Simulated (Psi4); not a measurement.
# SnH4 (SMILES [SnH4]) at TPSSh/def2-SVPD (core potential)

What is the vertical ionisation energy of SnH4 at TPSSh/def2-SVPD (core potential)? Input form: a Python script.

Program for the calculation: Psi4 1.11.

8 further runs of the same task are left out: 7 that didn't finish, 1 set aside as unsound or not needed.

## Step 1: Starting point

SnH4 has 5 atoms, charge 0, and is taken as a singlet. SMILES: `[SnH4]`. Geometry: relaxed at PBE0-D4/def2-TZVP.

Bond lengths: Sn1–H2 1.704 Å, Sn1–H3 1.704 Å, Sn1–H4 1.704 Å, Sn1–H5 1.704 Å. Angles: H2–Sn1–H3 109.5°, H2–Sn1–H4 109.5°, H2–Sn1–H5 109.5°, H3–Sn1–H4 109.5°, H3–Sn1–H5 109.5°, H4–Sn1–H5 109.5°.

## Step 2: Energy and gradient at TPSSh/def2-SVPD (core potential)

job.py

```python
import psi4

psi4.set_memory(2200000000)
psi4.set_num_threads(1)
psi4.set_output_file('run.log', False)

molecule = psi4.geometry("""
Sn     0.00005669     0.00001890     0.00007559
H      1.55698315    -1.61284345     2.31102167
H     -2.95479467     0.76235331     1.02638585
H     -0.22073891    -1.84174598    -2.63142473
H      1.61849373     2.69217943    -0.70607727
units bohr
symmetry c1
no_reorient
no_com
""")

options = {'basis': 'def2-SVPD', 'puream': True, 'e_convergence': 1e-09, 'd_convergence': 1e-08, 'scf_type': 'pk', 'dft_radial_points': 99, 'dft_spherical_points': 590}
psi4.set_options(options)

energy_value, wavefunction = psi4.gradient("TPSSH", return_wfn=True)
psi4.oeprop(wavefunction, "MAYER_INDICES", "QUADRUPOLE", "WIBERG_LOWDIN_INDICES", title="TPSSH")
print('gradient / Eh bohr^-1')
print(energy_value.np.round(6))
print(f'energy = {wavefunction.energy():.10f} Eh')
```

Run with:

```sh
python job.py
```

run.log:

```text
[...]
    !!!  WARNING: ECP capability is in beta. Please check occupations closely.  !!!
[...]
  Running in c1 symmetry.
[...]
  Nuclear repulsion =   28.473969962432189
[...]
  Multiplicity = 1
[...]
  Nalpha       = 13
  Nbeta        = 13
[...]
    Number of basis functions: 64
[...]
   @RKS iter   1:  -216.43545953008206   -1.03277e+00   7.59635e-03 ADIIS/DIIS
[...]
   @RKS iter   8:  -216.59131521956868   -3.83011e-10   7.15087e-09 DIIS
[...]
    Orbital Energies [Eh]
    ---------------------
    Doubly Occupied:
       1A     -5.024663     2A     -3.377678     3A     -3.377675
       4A     -3.377674     5A     -0.984866     6A     -0.984866
       7A     -0.984865     8A     -0.980532     9A     -0.980529
      10A     -0.506757    11A     -0.316702    12A     -0.316689
      13A     -0.316658
[...]
  @RKS Final Energy:  -216.59131521956868
   => Energetics <=
    Nuclear Repulsion Energy =             28.4739699624321894
    One-Electron Energy =                -435.1031990545308190
    Two-Electron Energy =                 207.6098199391949777
    DFT Exchange-Correlation Energy =     -17.5719060666650435
    Empirical Dispersion Energy =           0.0000000000000000
    VV10 Nonlocal Energy =                  0.0000000000000000
    Total Energy =                       -216.5913152195686848
[...]
  -Total Gradient:
     Atom            X                  Y                   Z
    ------   -----------------  -----------------  -----------------
       1        0.000005658201     0.000006970000     0.000004256958
       2       -0.000940203659     0.000982425409    -0.001412665420
       3        0.001799430126    -0.000463731124    -0.000639093271
       4        0.000125285594     0.001120347142     0.001610433926
       5       -0.000989183654    -0.001644885242     0.000437121192
[...]
 Multipole Moments:
 ------------------------------------------------------------------------------------
     Multipole            Electronic (a.u.)      Nuclear  (a.u.)        Total (a.u.)
 ------------------------------------------------------------------------------------
 L = 1.  Multiply by 2.5417464519 to convert [e a0] to [Debye]
 Dipole X            :         -0.0011242            0.0011905            0.0000662
 Dipole Y            :         -0.0003305            0.0003591            0.0000286
 Dipole Z            :         -0.0014142            0.0015685            0.0001543
 Magnitude           :                                                    0.0001704
 L = 2.  Multiply by 1.3450342976 to convert [e a0^2] to [Debye ang]
 Quadrupole XX       :        -35.1229769           13.8232558          -21.2997212
 Quadrupole XY       :         -0.0005274            0.0000530           -0.0004744
[...]
```

Standard output:

```text
gradient / Eh bohr^-1
[[ 6.000e-06  7.000e-06  4.000e-06]
 [-9.400e-04  9.820e-04 -1.413e-03]
 [ 1.799e-03 -4.640e-04 -6.390e-04]
 [ 1.250e-04  1.120e-03  1.610e-03]
 [-9.890e-04 -1.645e-03  4.370e-04]]
energy = -216.5913152196 Eh
```

Run time: 43 s. Hardware: 1 thread of Intel Xeon at 2.50GHz (Skylake/Cascade Lake), shared host; peak memory 1.5 GiB.

## Step 3: The doublet cation at the same level

h4sn.xyz

```xyz
5
H4Sn
Sn     0.000030     0.000010     0.000040
H      0.823920    -0.853480     1.222940
H     -1.563610     0.403420     0.543140
H     -0.116810    -0.974610    -1.392490
H      0.856470     1.424640    -0.373640
```

run.py

```python
import psi4

psi4.set_memory('2200 MB')
psi4.set_num_threads(1)
psi4.set_output_file('output.dat', False)

with open('h4sn.xyz') as f:
    atoms = ''.join(f.readlines()[2:])
molecule = psi4.geometry('1 2\n' + atoms + 'symmetry c1')

psi4.set_options({
    'reference': 'uks',
    'puream': True,
    'e_convergence': 1e-09,
    'd_convergence': 1e-08,
    'scf_type': 'pk',
    'dft_radial_points': 99,
    'dft_spherical_points': 590,
    'maxiter': 100,
})

e_tot = psi4.gradient('tpssh/def2-SVPD', molecule=molecule)
print('gradient / Eh bohr^-1')
print(e_tot.np.round(6))
for k, v in sorted(psi4.core.scalar_variables().items()):
    print(f'{k:45s} {v:18.10f}')
```

Run with:

```sh
python run.py
```

output.dat:

```text
[...]
    !!!  WARNING: ECP capability is in beta. Please check occupations closely.  !!!
[...]
  Running in c1 symmetry.
[...]
  Nuclear repulsion =   28.473969965174199
[...]
  Multiplicity = 2
[...]
  Nalpha       = 13
  Nbeta        = 12
[...]
    Number of basis functions: 64
[...]
   @UKS iter   1:  -216.07468662567609   -6.71581e-01   6.11143e-03 DIIS/ADIIS
[...]
   @UKS iter  19:  -216.17046451777566   -1.16529e-12   2.63518e-09 DIIS
[...]
   @S^2 Observed:                7.616606073E-01
[...]
    Orbital Energies [Eh]
    ---------------------
    Alpha Occupied:
       1A     -5.305771     2A     -3.663962     3A     -3.656176
       4A     -3.656175     5A     -1.268588     6A     -1.268587
       7A     -1.265849     8A     -1.261691     9A     -1.256166
      10A     -0.784169    11A     -0.597911    12A     -0.590361
      13A     -0.590348
    Alpha Virtual:
      14A     -0.234385    15A     -0.214178    16A     -0.212858
      17A     -0.212846    18A     -0.126498    19A     -0.119431
      20A     -0.111275    21A     -0.063135    22A     -0.060576
      23A     -0.058903    24A     -0.000507    25A     -0.000241
[...]
  @UKS Final Energy:  -216.17046451777566
   => Energetics <=
    Nuclear Repulsion Energy =             28.4739699651741986
    One-Electron Energy =                -427.8867521323605843
    Two-Electron Energy =                 200.5430030690704370
    DFT Exchange-Correlation Energy =     -17.3006854196597075
    Empirical Dispersion Energy =           0.0000000000000000
    VV10 Nonlocal Energy =                  0.0000000000000000
    Total Energy =                       -216.1704645177756561
[...]
 Multipole Moments:
 ------------------------------------------------------------------------------------
     Multipole            Electronic (a.u.)      Nuclear  (a.u.)        Total (a.u.)
 ------------------------------------------------------------------------------------
 L = 1.  Multiply by 2.5417464519 to convert [e a0] to [Debye]
 Dipole X            :         -0.0001714           -0.0002235           -0.0003949
 Dipole Y            :         -0.0001261           -0.0001043           -0.0002304
 Dipole Z            :          0.0001567           -0.0003129           -0.0001562
 Magnitude           :                                                    0.0004832
[...]
  -Total Gradient:
     Atom            X                  Y                   Z
    ------   -----------------  -----------------  -----------------
       1       -0.000050452142    -0.000025603255    -0.000025978974
       2       -0.018101556813     0.007588381254    -0.000551015376
       3        0.014691862398    -0.009676646239     0.008774169616
       4        0.008410313862     0.017535723450     0.002903714983
       5       -0.004949233483    -0.015420813069    -0.011100824932
[...]
```

Standard output:

```text
gradient / Eh bohr^-1
[[-5.0000e-05 -2.6000e-05 -2.6000e-05]
 [-1.8102e-02  7.5880e-03 -5.5100e-04]
 [ 1.4692e-02 -9.6770e-03  8.7740e-03]
 [ 8.4100e-03  1.7536e-02  2.9040e-03]
 [-4.9490e-03 -1.5421e-02 -1.1101e-02]]
CURRENT ENERGY                                   -216.1704645178
CURRENT REFERENCE ENERGY                         -216.1704645178
DD SOLVATION ENERGY                                 0.0000000000
DFT FUNCTIONAL TOTAL ENERGY                      -216.1704645178
DFT TOTAL ENERGY                                 -216.1704645178
DFT VV10 ENERGY                                     0.0000000000
DFT XC ENERGY                                     -17.3006854197
GRID ELECTRONS ALPHA                               13.0000000222
GRID ELECTRONS BETA                                12.0000000134
GRID ELECTRONS TOTAL                               25.0000000356
NUCLEAR REPULSION ENERGY                           28.4739699652
ONE-ELECTRON ENERGY                              -427.8867521324
PCM POLARIZATION ENERGY                             0.0000000000
PE ENERGY                                           0.0000000000
SCF ITERATION ENERGY                             -216.1704645178
SCF ITERATIONS                                     19.0000000000
SCF TOTAL ENERGY                                 -216.1704645178
TWO-ELECTRON ENERGY                               200.5430030691
XC GRID RADIAL POINTS                              99.0000000000
XC GRID SPHERICAL POINTS                          590.0000000000
XC GRID TOTAL POINTS                           281276.0000000000
```

Wall time 1.9 min (1 thread of Intel Xeon at 2.50GHz (Skylake/Cascade Lake), shared host); peak memory 1.5 GiB.

## Step 4: What came out

Level: TPSSh/def2-SVPD (core potential).

| quantity | value |
| --- | --- |
| singlet SnH4: total energy | -216.59132 Eh |
| singlet SnH4: dipole moment | 0.00 D |
| singlet SnH4: HOMO energy | -8.62 eV |
| singlet SnH4: LUMO energy | -0.32 eV |
| singlet SnH4: HOMO–LUMO gap | 8.30 eV |
| singlet SnH4: largest force on an atom | 0.101 eV/Å |
| doublet cation: total energy | -216.17046 Eh |
| doublet cation: HOMO energy (highest over α and β) | -15.06 eV |
| doublet cation: LUMO energy (lowest over α and β) | -14.30 eV |
| doublet cation: ⟨S²⟩ | 0.762 |
| doublet cation: largest force on an atom | 1.011 eV/Å |
| vertical ionisation energy (to the doublet cation) | 11.452 eV |

What this shows: The vertical ionisation energy comes to 11.45 eV (264 kcal/mol). The negative HOMO energy of the first species, 8.62 eV, lies 2.84 eV below that difference.
